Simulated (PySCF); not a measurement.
# Boron: the same states on changed settings

The task here is to estimate one member of a computed series from the others.

The numbers are computed with PySCF 2.14.0 (unrestricted determinants in a Gaussian basis, no spin-orbit coupling in the energies), except any that are marked as measured or tabulated.

### The atom as given

| Quantity | Value |
| --- | --- |
| Element | boron (Z = 5) |
| Basis | cc-pVDZ-DK (3s2p1d, 14 functions) |
| Hamiltonian | the spin-free X2C one-electron Hamiltonian (Gaussian nucleus) |
| State 1 | B⁺: [He] 2s2, closed-shell 1S |
| State 2 | B²⁺: [He] 2s1, 2S determinant |
| Methods | MP2, CCSD(T) |
| Core shells frozen in the correlated runs | all electrons: nothing (for B⁺) |

The outer shells:

B+ [He] 2s2
```
[He] core
2s [↑↓]
```

B2+ [He] 2s1
```
[He] core
2s [↑ ]
```

The sound run (cc-pVDZ-DK, scalar relativity by spin-free X2C-1e, symmetry-adapted start, fine grid, valence correlation) gave:

| species | method | energy (hartree) |
| --- | --- | --- |
| B⁺ | UHF | -24.24139 |
| B⁺ | BP86 | -24.33228 |
| B⁺ | LDA | -24.03838 |
| B⁺ | MP2 (valence) | -24.27388 |
| B⁺ | CCSD(T) (valence) | -24.29990 |
| B²⁺ | UHF | -23.37800 |
| B²⁺ | BP86 | -23.42322 |
| B²⁺ | LDA | -23.13504 |

The runs were made by one driver on top of PySCF. The scripts below sum up each run's settings (the driver also hands on starting orbitals that pick excited configurations, and frozen orbitals as a list rather than a count), and the logs come from the driver's own runs. The driver starts from symmetry-adapted Hartree-Fock orbitals, holds the occupation by maximum overlap and uses a logarithmic radial grid for functionals, so a plain start would take other cycles.

The first run:

It was started by

```
$ OMP_NUM_THREADS=1 python atomrun2.py TASK.json OUT
```

input.py reads:

```python
from pyscf import gto, scf, dft, mp, cc
import basis_set_exchange as bse
mol = gto.M(atom="B 0 0 0", charge=1, spin=0, symmetry="D2h",
            basis=gto.basis.parse(bse.get_basis("cc-pVDZ-DK", elements=["B"], fmt="nwchem", header=False)),
            nucmod="G")
mf = scf.UHF(mol).sfx2c1e()
mf.irrep_nelec = {'Ag': (2, 2)}
mf.kernel()
mp.UMP2(mf, frozen=0).kernel()
```

input.py reads:

```python
from pyscf import gto, scf, dft, mp, cc
import basis_set_exchange as bse
mol = gto.M(atom="B 0 0 0", charge=1, spin=0, symmetry="D2h",
            basis=gto.basis.parse(bse.get_basis("cc-pVDZ-DK", elements=["B"], fmt="nwchem", header=False)),
            nucmod="G")
mf = scf.UHF(mol).sfx2c1e()
mf.irrep_nelec = {'Ag': (2, 2)}
mf.kernel()
mycc = cc.CCSD(mf, frozen=0).run()
mycc.ccsd_t()
```

Among the steps run: Changed run, B⁺: the ladder of methods; Changed run, B²⁺: the ladder of methods.

One of the session's tables, all rows but one given; the rest of the session is left out.

Ionisation energy of B⁺:

```
 method  sound run (eV)
    UHF               ?
    MP2          24.378
SCS-MP2          24.555
   CCSD          25.086
CCSD(T)          25.086
```

**Question.** Estimate the row for UHF.

The run gave: sound run (eV): 23.494. In the column «sound run (eV)» it is the lowest.
